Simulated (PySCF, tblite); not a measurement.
# CH6OSi2: dynamics, then NMR shifts on frames

Aim: move CH6OSi2 (`O=C[SiH2][SiH3]`) away from its starting geometry and see how NMR shifts follow the geometry.

Computed with tblite 0.8.0 and PySCF 2.14.0, with density-fitted response routines of our own, on a single molecule in the gas phase. Atoms count from 0, in the outputs and in this text.

## 1. Starting geometry

10 atoms, charge 0, multiplicity 1; geometry from: GFN2-xTB.

Bonds of the start (Å): O0–C1 1.21, C1–Si2 1.92, Si2–Si3 2.31, C1–H4 1.11, Si2–H5 1.47, Si2–H6 1.47, Si3–H7 1.46, Si3–H8 1.47, Si3–H9 1.47.

## 2. Thermal motion with GFN2-xTB

What the job is given:

```
{"job": {"kind": "md", "xc": "GFN2-xTB", "basis": "xTB", "temperature": 400, "steps": 2000, "every": 50, "frames": 5}, "charge": 0, "multiplicity": 1}
O      1.472166    -1.729259    -0.245097
C      1.732077    -0.554145    -0.320297
Si     0.428475     0.815942     0.012843
Si    -1.625768    -0.219845     0.215960
H      2.767766    -0.249722    -0.586231
H      0.619502     1.766741    -1.091453
H      0.954255     1.504029     1.200439
H     -1.773460    -1.350125    -0.700555
H     -1.859422    -0.705199     1.578906
H     -2.706708     0.726236    -0.087044
```

With the program's defaults for keys left out, this is: GFN2-xTB Langevin dynamics, gas phase.

Launch:

```bash
$ OMP_NUM_THREADS=1 python probes_run.py task.json out
```

One launch serves the whole session: the jobs run in the order shown.

Standard output:

```text
t/fs     T/K      E/eV
    0.0   339.0   -344.64128
   25.0   148.8   -344.38944
   50.0   203.4   -344.33609
   75.0   290.2   -344.22131
  100.0   384.2   -344.37274
  125.0   290.0   -344.36373
  150.0   284.4   -344.41322
  175.0   244.7   -344.30485
  200.0   357.2   -344.21676
  225.0   565.8   -344.33231
  250.0   383.4   -344.13489
  275.0   396.7   -344.14634
  300.0   574.6   -344.29371
  325.0   455.8   -344.33727
  350.0   419.0   -344.24798
  375.0   372.3   -344.33100
  400.0   311.8   -344.23054
  425.0   394.1   -344.29781
  450.0   378.6   -344.23640
  475.0   432.3   -344.12671
  500.0   478.9   -344.10313
  525.0   480.1   -344.10444
  550.0   536.6   -344.20278
  575.0   595.4   -344.37819
  600.0   485.5   -344.24115
  625.0   316.4   -344.09934
  650.0   429.0   -344.20786
  675.0   429.8   -344.22823
  700.0   340.7   -344.32376
  725.0   278.6   -344.29460
  750.0   289.4   -344.27065
  775.0   475.5   -344.33422
  800.0   417.7   -344.14625
  825.0   368.4   -344.14275
  850.0   384.5   -344.11172
  875.0   362.1   -344.19554
  900.0   283.2   -344.22590
  925.0   389.7   -344.38571
  950.0   271.5   -344.16117
  975.0   318.4   -344.27994
 1000.0   351.1   -344.40791
```

It took 9.1 s on 1 thread of Intel Xeon Platinum 8375C at 2.90GHz, shared host; peak memory 0.18 GiB.

Distance from the start (root mean square after alignment): 0 fs 0.00 Å, 200 fs 0.31 Å, 400 fs 1.03 Å, 600 fs 1.04 Å, 800 fs 1.12 Å, 1000 fs 1.27 Å.

Positions (Å) and forces (eV/Å) at 1000 fs:

```xyz
10

O     0.861   -0.491   -1.169    0.282    0.000   -0.464
C     1.012   -0.257   -0.002   -0.302   -0.533    0.788
Si   -0.324    0.683    0.970   -0.300    0.795   -1.802
Si   -2.195   -0.592    0.588    0.361   -0.085   -1.244
H     1.815   -0.750    0.584    0.348   -0.004   -0.256
H    -0.221    1.935    0.127   -0.252   -0.322    0.678
H     0.051    0.845    2.320    0.439    0.275    1.109
H    -2.135   -1.764    1.408    0.036   -0.694    0.414
H    -3.491   -0.038    0.827   -0.586    0.444    0.154
H    -2.179   -1.013   -0.855   -0.028    0.124    0.624
```

## 3. Nuclear shieldings: 250 fs, PBE0/pcSseg-1

What the job is given:

```
{"job": {"kind": "nmr", "xc": "PBE0", "basis": "pcSseg-1", "pop": false}, "charge": 0, "multiplicity": 1}
O      1.627000    -1.298100    -0.571800
C      1.649300    -0.153000    -0.171200
Si     0.004700     0.724400     0.301500
Si    -1.614400    -1.000000     0.189700
H      2.571600     0.384700    -0.136000
H      0.114800     1.972500    -0.481900
H      0.472700     0.921800     1.693300
H     -0.726100    -2.077600    -0.283800
H     -2.496700    -1.294700     1.285800
H     -2.832000    -0.477400    -0.676100
```

With the program's defaults for keys left out, this is: GIAO PBE0/pcSseg-1 NMR shielding, non-relativistic, gas phase.

Standard output:

```text
coarse grid: 9144 points
cycle   1  E = -695.3155299843  dE =  1.698e-01  |g| = 7.014e-01  |ddm| = 2.753e+00
cycle   2  E = -694.9024178757  dE =  4.131e-01  |g| = 1.583e+00  |ddm| = 1.979e+00
cycle   3  E = -695.4142254830  dE = -5.118e-01  |g| = 5.714e-02  |ddm| = 1.574e+00
cycle   4  E = -695.4147921925  dE = -5.667e-04  |g| = 3.660e-02  |ddm| = 8.910e-02
cycle   5  E = -695.4151260752  dE = -3.339e-04  |g| = 8.029e-03  |ddm| = 3.802e-02
cycle   6  E = -695.4151422026  dE = -1.613e-05  |g| = 2.125e-03  |ddm| = 1.143e-02
cycle   7  E = -695.4151431153  dE = -9.128e-07  |g| = 6.506e-04  |ddm| = 2.327e-03
final grid: 78504 points
cycle   8  E = -695.4478297024  dE =  1.854e-06  |g| = 1.009e-02  |ddm| = 1.305e-02
cycle   9  E = -695.4477667840  dE =  6.292e-05  |g| = 2.091e-02  |ddm| = 1.677e-02
cycle  10  E = -695.4478477371  dE = -8.095e-05  |g| = 5.935e-04  |ddm| = 1.231e-02
cycle  11  E = -695.4478478084  dE = -7.132e-08  |g| = 1.455e-04  |ddm| = 7.361e-04
cycle  12  E = -695.4478478141  dE = -5.696e-09  |g| = 2.132e-05  |ddm| = 1.851e-04
cycle  13  E = -695.4478478143  dE = -1.271e-10  |g| = 6.253e-06  |ddm| = 3.527e-05
converged SCF energy = -695.4478478143

GIAO shielding tensors (ppm)
atom      isotropic    diamagn.    paramagn.     s11        s22        s33       span
  0 O     -614.610     400.953   -1015.563  -1704.850   -557.195    418.215   2123.065
  1 C      -66.837     254.605    -321.442   -212.519    -89.260    101.269    313.788
  2 Si     434.545     881.168    -446.624    383.647    442.646    477.341     93.694
  3 Si     475.291     879.258    -403.967    401.086    481.174    543.614    142.528
  4 H       19.078      29.622     -10.544     11.869     20.869     24.497     12.628
  5 H       27.257      29.108      -1.851     24.371     25.452     31.949      7.578
  6 H       27.527      29.429      -1.902     24.145     26.067     32.370      8.225
  7 H       26.580      28.427      -1.847     22.080     24.706     32.954     10.874
  8 H       28.318      28.868      -0.550     25.233     25.571     34.150      8.917
  9 H       26.660      27.048      -0.387     23.746     24.612     31.623      7.876
```

It took 11 s on 1 thread of Intel Xeon Platinum 8375C at 2.90GHz, shared host; peak memory 0.5 GiB.

Shifts follow as δ = σ(reference) − σ, with reference shieldings (ppm) from runs at the same level and on the same kind of geometry: ¹H TMS 31.72, ¹³C TMS 186.9, ²⁹Si TMS 349.2, ¹⁷O H2O 336.1. The references are single molecules in the gas phase, so shifts against H2O, NH3, PH3, H3PO4 or CFCl3 are not on the usual liquid scales and can be off by tens of ppm. Each atom is listed at this fixed geometry, with no averaging over motion; a spectrum would average atoms that exchange fast.

| atoms | environment | σ (ppm) | δ (ppm) |
| --- | --- | --- | --- |
| C1 | carbonyl carbon | -66.8 | 253.8 |
| H4 | hydrogen on a carbonyl carbon | 19.08 | 12.64 |
| H7 | hydrogen on a silicon bonded to Si | 26.58 | 5.14 |
| H9 | hydrogen on a silicon bonded to Si | 26.66 | 5.06 |
| H5 | hydrogen on a silicon bonded to C, Si | 27.26 | 4.46 |
| H6 | hydrogen on a silicon bonded to C, Si | 27.53 | 4.19 |
| H8 | hydrogen on a silicon bonded to Si | 28.32 | 3.40 |
| O0 | carbonyl oxygen | -614.6 | 950.7 |
| Si2 | silicon bonded to C, Si, 2 H | 434.5 | -85.4 |
| Si3 | silicon bonded to Si, 3 H | 475.3 | -126.1 |

Orbitals, density, ELF and potential are computed afterwards from the orbital file.

Frontier orbitals at PBE0/pcSseg-1, with the share of their density that lies nearest to each atom:

| orbital | energy (eV) | lies on |
| --- | --- | --- |
| HOMO | -6.83 | O0 53 %; C1 13 %; Si2 13 % |
| LUMO | -1.22 | C1 38 %; O0 31 %; H4 8 % |

ELF in a plane through or near 6 of the atoms.

Ten even steps from '0' (0.00) to '9' (1.00):
```
0000000000000000000000000000
0000000000000000000000000000
0000000000000000000000000000
0000000000121000000000000000
0000000013677421000000000000
0000000025888633200000000000
0000000014764236521110000000
0000000001314528842332100000
0000033112416729953553100000
0000699856951179711164200000
0001999971586366267233100000
0000899953341015611122100000
0000254347875109999731000000
0000000168379409999930000000
0000000389688508999830000000
0000000478876205999610000000
0000000033321000231000000000
0000000000000000000000000000
0000000000000000000000000000
0000000000000000000000000000
```
The map spans 10.7 Å across and 8.8 Å up, centred on the molecule. Atoms in the plane (x, y in Å): O0 (-1.3, -1.7), C1 (-1.7, -0.6), Si2 (-0.4, 0.9), Si3 (1.7, -0.2), H4 (-2.8, -0.4), H7 (1.2, -1.6).

On the surface of density 0.002 e/bohr³ the electrostatic potential runs, from the 1st to the 99th percentile, from -1.48 V near O0 to 1.28 V near Si2.

## 4. Shielding tensors: 425 fs, PBE0/pcSseg-1

What the job is given:

```
{"job": {"kind": "nmr", "xc": "PBE0", "basis": "pcSseg-1", "pop": false}, "charge": 0, "multiplicity": 1}
O      2.286600    -0.863600    -0.476200
C      1.514500    -0.498700     0.404100
Si    -0.134300     0.527800     0.183700
Si    -1.755900    -1.268200     0.096500
H      1.750700    -0.806500     1.476100
H      0.256400     1.389700    -0.950100
H     -0.457600     1.150100     1.462200
H     -1.628400    -2.417500     0.983500
H     -3.101400    -0.556600     0.196200
H     -1.940000    -1.837400    -1.289700
```

Level: GIAO PBE0/pcSseg-1 NMR shielding, non-relativistic, gas phase.

Standard output:

```text
coarse grid: 9144 points
cycle   1  E = -695.3143814486  dE =  6.348e-02  |g| = 7.318e-01  |ddm| = 2.734e+00
cycle   2  E = -694.7575138792  dE =  5.569e-01  |g| = 1.781e+00  |ddm| = 2.258e+00
cycle   3  E = -695.4258888592  dE = -6.684e-01  |g| = 4.957e-02  |ddm| = 1.841e+00
cycle   4  E = -695.4262960366  dE = -4.072e-04  |g| = 3.408e-02  |ddm| = 7.403e-02
cycle   5  E = -695.4265518394  dE = -2.558e-04  |g| = 1.051e-02  |ddm| = 3.323e-02
cycle   6  E = -695.4265802694  dE = -2.843e-05  |g| = 2.755e-03  |ddm| = 1.386e-02
cycle   7  E = -695.4265818083  dE = -1.539e-06  |g| = 6.427e-04  |ddm| = 2.932e-03
final grid: 78504 points
cycle   8  E = -695.4591234003  dE =  3.991e-06  |g| = 9.652e-03  |ddm| = 1.255e-02
cycle   9  E = -695.4590595515  dE =  6.385e-05  |g| = 2.077e-02  |ddm| = 1.661e-02
cycle  10  E = -695.4591399906  dE = -8.044e-05  |g| = 4.765e-04  |ddm| = 1.222e-02
cycle  11  E = -695.4591400334  dE = -4.287e-08  |g| = 1.148e-04  |ddm| = 5.557e-04
cycle  12  E = -695.4591400370  dE = -3.533e-09  |g| = 2.164e-05  |ddm| = 1.524e-04
cycle  13  E = -695.4591400371  dE = -1.116e-10  |g| = 5.758e-06  |ddm| = 3.066e-05
converged SCF energy = -695.4591400371

GIAO shielding tensors (ppm)
atom      isotropic    diamagn.    paramagn.     s11        s22        s33       span
  0 O     -632.099     398.662   -1030.761  -1705.126   -584.080    392.908   2098.034
  1 C      -64.275     252.816    -317.090   -195.064    -90.946     93.186    288.249
  2 Si     423.332     880.386    -457.053    368.125    421.029    480.843    112.718
  3 Si     464.280     878.813    -414.533    438.663    464.423    489.755     51.093
  4 H       19.013      27.733      -8.721     13.182     19.841     24.015     10.833
  5 H       27.125      28.825      -1.700     24.193     25.385     31.796      7.603
  6 H       26.995      29.597      -2.602     23.804     25.346     31.837      8.033
  7 H       27.991      28.370      -0.379     24.897     25.727     33.348      8.451
  8 H       27.217      27.338      -0.122     24.270     25.076     32.304      8.033
  9 H       27.540      28.014      -0.474     24.380     25.237     33.005      8.625
```

Run time: 7.2 s. Hardware: 1 thread of Intel Xeon Platinum 8375C at 2.90GHz, shared host; peak memory 0.5 GiB.

This run: δ C1 251.2, O0 968.2, Si2 -74.2, Si3 -115.1, H4 12.70, H6 4.72 ppm.

## 5. Shielding tensors: 625 fs, PBE0/pcSseg-1

What the job is given:

```
{"job": {"kind": "nmr", "xc": "PBE0", "basis": "pcSseg-1", "pop": false}, "charge": 0, "multiplicity": 1}
O      2.555700    -0.870000    -0.489700
C      1.701700    -1.113000     0.313600
Si     0.228200     0.005100     0.864100
Si    -1.776500    -0.844900     0.198000
H      1.682400    -2.099800     0.712200
H      0.945700     1.311800     1.040400
H      0.179000    -0.307700     2.253300
H     -1.563300    -2.245000    -0.219400
H     -3.068400    -0.902400     0.997000
H     -2.020600    -0.079600    -1.097800
```

Method: GIAO PBE0/pcSseg-1 NMR shielding, non-relativistic, gas phase.

Standard output:

```text
coarse grid: 9144 points
cycle   1  E = -695.3106260419  dE =  2.351e-01  |g| = 6.993e-01  |ddm| = 2.778e+00
cycle   2  E = -694.8117801578  dE =  4.988e-01  |g| = 1.685e+00  |ddm| = 2.318e+00
cycle   3  E = -695.4103332087  dE = -5.986e-01  |g| = 4.733e-02  |ddm| = 1.951e+00
cycle   4  E = -695.4109458626  dE = -6.127e-04  |g| = 2.346e-02  |ddm| = 7.746e-02
cycle   5  E = -695.4110749077  dE = -1.290e-04  |g| = 5.702e-03  |ddm| = 3.053e-02
cycle   6  E = -695.4110837162  dE = -8.808e-06  |g| = 2.207e-03  |ddm| = 9.965e-03
final grid: 78504 points
cycle   7  E = -695.4440093344  dE =  1.100e-05  |g| = 1.293e-02  |ddm| = 1.593e-02
cycle   8  E = -695.4439067815  dE =  1.026e-04  |g| = 2.678e-02  |ddm| = 2.118e-02
cycle   9  E = -695.4440397757  dE = -1.330e-04  |g| = 9.236e-04  |ddm| = 1.576e-02
cycle  10  E = -695.4440399879  dE = -2.122e-07  |g| = 1.744e-04  |ddm| = 1.185e-03
cycle  11  E = -695.4440399957  dE = -7.804e-09  |g| = 2.437e-05  |ddm| = 2.206e-04
cycle  12  E = -695.4440399958  dE = -1.691e-10  |g| = 7.549e-06  |ddm| = 4.515e-05
converged SCF energy = -695.4440399958

GIAO shielding tensors (ppm)
atom      isotropic    diamagn.    paramagn.     s11        s22        s33       span
  0 O     -612.404     399.129   -1011.533  -1668.711   -559.316    390.814   2059.525
  1 C      -52.254     251.875    -304.129   -166.530    -86.235     96.003    262.533
  2 Si     463.241     880.859    -417.619    394.325    422.269    573.128    178.803
  3 Si     476.787     879.515    -402.728    422.047    478.808    529.506    107.459
  4 H       20.074      29.164      -9.090     14.231     20.367     25.624     11.393
  5 H       27.074      27.957      -0.882     23.941     25.221     32.061      8.120
  6 H       28.235      30.157      -1.922     24.356     26.898     33.451      9.095
  7 H       27.728      28.834      -1.106     24.576     25.557     33.052      8.476
  8 H       27.072      27.333      -0.261     24.114     24.505     32.596      8.481
  9 H       27.207      28.135      -0.928     23.322     25.410     32.889      9.567
```

Run time: 6.7 s. Hardware: 1 thread of Intel Xeon Platinum 8375C at 2.90GHz, shared host; peak memory 0.5 GiB.

This run: δ C1 239.2, O0 948.5, Si2 -114.1, Si3 -127.6, H4 11.64, H8 4.65 ppm.

## 6. NMR shieldings: 800 fs, PBE0/pcSseg-1

What the job is given:

```
{"job": {"kind": "nmr", "xc": "PBE0", "basis": "pcSseg-1", "pop": false}, "charge": 0, "multiplicity": 1}
O      1.443500    -0.892300    -0.887400
C      1.373000    -0.984500     0.291100
Si     0.361000     0.232900     1.279200
Si    -1.674800    -0.381800     0.514200
H      1.937600    -1.720300     0.875500
H      0.767300     1.521000     0.784000
H      0.716800     0.221800     2.760900
H     -1.974200    -1.838600     0.529000
H     -2.501600     0.671400     1.293100
H     -1.906600    -0.048200    -0.803900
```

With the program's defaults for keys left out, this is: GIAO PBE0/pcSseg-1 NMR shielding, non-relativistic, gas phase.

Standard output:

```text
coarse grid: 9144 points
cycle   1  E = -695.3194574640  dE =  3.208e-01  |g| = 6.908e-01  |ddm| = 2.799e+00
cycle   2  E = -694.9235054837  dE =  3.960e-01  |g| = 1.554e+00  |ddm| = 2.030e+00
cycle   3  E = -695.4155150190  dE = -4.920e-01  |g| = 4.970e-02  |ddm| = 1.608e+00
cycle   4  E = -695.4159449934  dE = -4.300e-04  |g| = 3.179e-02  |ddm| = 7.820e-02
cycle   5  E = -695.4161865839  dE = -2.416e-04  |g| = 7.919e-03  |ddm| = 3.350e-02
cycle   6  E = -695.4162021700  dE = -1.559e-05  |g| = 1.930e-03  |ddm| = 1.110e-02
cycle   7  E = -695.4162029789  dE = -8.089e-07  |g| = 5.591e-04  |ddm| = 2.517e-03
final grid: 78504 points
cycle   8  E = -695.4489441679  dE =  7.899e-07  |g| = 9.653e-03  |ddm| = 1.357e-02
cycle   9  E = -695.4488913262  dE =  5.284e-05  |g| = 1.946e-02  |ddm| = 1.574e-02
cycle  10  E = -695.4489605740  dE = -6.925e-05  |g| = 6.092e-04  |ddm| = 1.161e-02
cycle  11  E = -695.4489606564  dE = -8.242e-08  |g| = 1.542e-04  |ddm| = 8.132e-04
cycle  12  E = -695.4489606625  dE = -6.067e-09  |g| = 2.205e-05  |ddm| = 1.882e-04
cycle  13  E = -695.4489606626  dE = -1.462e-10  |g| = 6.639e-06  |ddm| = 3.955e-05
converged SCF energy = -695.4489606626

GIAO shielding tensors (ppm)
atom      isotropic    diamagn.    paramagn.     s11        s22        s33       span
  0 O     -571.624     401.829    -973.454  -1636.347   -504.833    426.306   2062.653
  1 C      -58.379     253.871    -312.250   -207.648    -75.080    107.592    315.241
  2 Si     438.456     882.539    -444.083    396.485    445.054    473.829     77.343
  3 Si     469.748     880.304    -410.556    405.798    464.624    538.821    133.023
  4 H       18.594      28.305      -9.710      9.421     20.558     25.803     16.382
  5 H       28.175      30.544      -2.369     24.970     26.603     32.951      7.980
  6 H       26.623      28.694      -2.071     24.202     24.706     30.962      6.759
  7 H       27.912      28.335      -0.423     24.772     25.806     33.158      8.387
  8 H       26.899      27.208      -0.310     23.881     24.634     32.181      8.300
  9 H       29.434      31.095      -1.661     25.844     26.851     35.605      9.761
```

Wall time 6.5 s (1 thread of Intel Xeon Platinum 8375C at 2.90GHz, shared host); peak memory 0.51 GiB.

Key values: δ C1 245.3, O0 907.7, Si2 -89.3, Si3 -120.6, H4 13.12, H6 5.09 ppm.

## 7. Shielding tensors: 1000 fs, PBE0/pcSseg-1

What the job is given:

```
{"job": {"kind": "nmr", "xc": "PBE0", "basis": "pcSseg-1", "pop": false}, "charge": 0, "multiplicity": 1}
O      0.861400    -0.490800    -1.169400
C      1.012200    -0.257300    -0.001700
Si    -0.324100     0.683400     0.970400
Si    -2.194600    -0.592400     0.588300
H      1.815400    -0.750000     0.584200
H     -0.221200     1.934900     0.127200
H      0.050900     0.844600     2.319500
H     -2.135500    -1.763700     1.408100
H     -3.491100    -0.038200     0.827000
H     -2.179200    -1.012600    -0.854600
```

Method: GIAO PBE0/pcSseg-1 NMR shielding, non-relativistic, gas phase.

Standard output:

```text
coarse grid: 9144 points
cycle   1  E = -695.3294551802  dE =  2.511e-01  |g| = 7.013e-01  |ddm| = 2.772e+00
cycle   2  E = -694.8895407541  dE =  4.399e-01  |g| = 1.622e+00  |ddm| = 2.174e+00
cycle   3  E = -695.4292886387  dE = -5.397e-01  |g| = 4.614e-02  |ddm| = 1.747e+00
cycle   4  E = -695.4296411444  dE = -3.525e-04  |g| = 3.089e-02  |ddm| = 6.977e-02
cycle   5  E = -695.4298663000  dE = -2.252e-04  |g| = 8.587e-03  |ddm| = 3.210e-02
cycle   6  E = -695.4298853035  dE = -1.900e-05  |g| = 1.949e-03  |ddm| = 1.213e-02
cycle   7  E = -695.4298860506  dE = -7.471e-07  |g| = 4.659e-04  |ddm| = 2.290e-03
final grid: 78504 points
cycle   8  E = -695.4619862547  dE = -1.681e-07  |g| = 9.035e-03  |ddm| = 1.296e-02
cycle   9  E = -695.4619359292  dE =  5.033e-05  |g| = 1.872e-02  |ddm| = 1.535e-02
cycle  10  E = -695.4620007043  dE = -6.478e-05  |g| = 5.584e-04  |ddm| = 1.146e-02
cycle  11  E = -695.4620007654  dE = -6.116e-08  |g| = 1.528e-04  |ddm| = 6.885e-04
cycle  12  E = -695.4620007715  dE = -6.015e-09  |g| = 1.952e-05  |ddm| = 1.781e-04
cycle  13  E = -695.4620007716  dE = -1.103e-10  |g| = 6.411e-06  |ddm| = 3.400e-05
converged SCF energy = -695.4620007716

GIAO shielding tensors (ppm)
atom      isotropic    diamagn.    paramagn.     s11        s22        s33       span
  0 O     -630.445     401.120   -1031.565  -1753.877   -552.358    414.900   2168.777
  1 C      -62.618     253.702    -316.321   -205.280    -85.121    102.545    307.825
  2 Si     442.811     881.793    -438.982    406.566    443.592    478.276     71.710
  3 Si     463.054     880.283    -417.229    436.562    464.424    488.176     51.613
  4 H       18.613      28.981     -10.368     10.860     20.102     24.877     14.017
  5 H       27.329      28.648      -1.318     24.552     25.760     31.676      7.124
  6 H       28.122      30.309      -2.187     25.211     25.566     33.588      8.377
  7 H       28.835      29.559      -0.723     25.452     26.777     34.278      8.826
  8 H       28.730      29.012      -0.282     25.695     26.034     34.462      8.767
  9 H       27.756      28.593      -0.837     24.071     25.957     33.240      9.169
```

Run time: 7.3 s. Hardware: 1 thread of Intel Xeon Platinum 8375C at 2.90GHz, shared host; peak memory 0.51 GiB.

In short: δ C1 249.5, O0 966.5, Si2 -93.7, Si3 -113.9, H4 13.10, H5 4.39 ppm.

## 8. Comparing the runs: NMR shifts

Shifts (ppm) of some atoms, chosen among heavy atoms and hydrogens apart, with basis size and wall time:

| frame | C1 | H7 | H9 | H8 | O0 | Si2 | Si3 | functions | time |
| --- | --- | --- | --- | --- | --- | --- | --- | --- | --- |
| 250 fs | 253.8 | 5.14 | 5.06 | 3.40 | 950.7 | -85.4 | -126.1 | 112 | 11 s |
| 425 fs | 251.2 | 3.73 | 4.18 | 4.50 | 968.2 | -74.2 | -115.1 | 112 | 7.2 s |
| 625 fs | 239.2 | 3.99 | 4.51 | 4.65 | 948.5 | -114.1 | -127.6 | 112 | 6.7 s |
| 800 fs | 245.3 | 3.81 | 2.28 | 4.82 | 907.7 | -89.3 | -120.6 | 112 | 6.5 s |
| 1000 fs | 249.5 | 2.88 | 3.96 | 2.99 | 966.5 | -93.7 | -113.9 | 112 | 7.3 s |

## 9. What came out

| quantity | value |
| --- | --- |
| thermostat | 400 K |
| mean temperature, second half | 394 K |
| mean potential energy above the minimum | 0.41 eV |
| ¹³C shifts against TMS (PBE0/pcSseg-1, 250 fs) | 253.8 ppm |
| ¹H shifts against TMS (PBE0/pcSseg-1, 250 fs) | 12.64, 5.14, 5.06, 4.46, 4.19, 3.40 ppm |
| ¹⁷O shifts against H2O (PBE0/pcSseg-1, 250 fs) | 950.7 ppm |
| ²⁹Si shifts against TMS (PBE0/pcSseg-1, 250 fs) | -85.4, -126.1 ppm |
| surface potential, 1st and 99th percentile | -1.48 V and 1.28 V |
| range of the shift of O0 | 907.7 to 968.2 ppm |

In words: In the second half the potential energy averages 0.41 eV above the minimum; equipartition over 24 harmonic modes at 400 K would give 0.41 eV. With 10 atoms the temperature swings widely (149 to 595 K). Shifts at one fixed geometry are not the observed spectrum, which averages over the motion. In the first frame run (250 fs): The widest tensor belongs to O0: span 2123 ppm, with a paramagnetic part of -1016 ppm. At PBE0/pcSseg-1, counted by nearest atom on the grid, the HOMO lies on O0 53 %; C1 13 %, the LUMO on C1 38 %; O0 31 %. In ppm, O0 moves most: its shift spreads over 60.5 ppm, from 907.7 (800 fs) to 968.2 (425 fs).
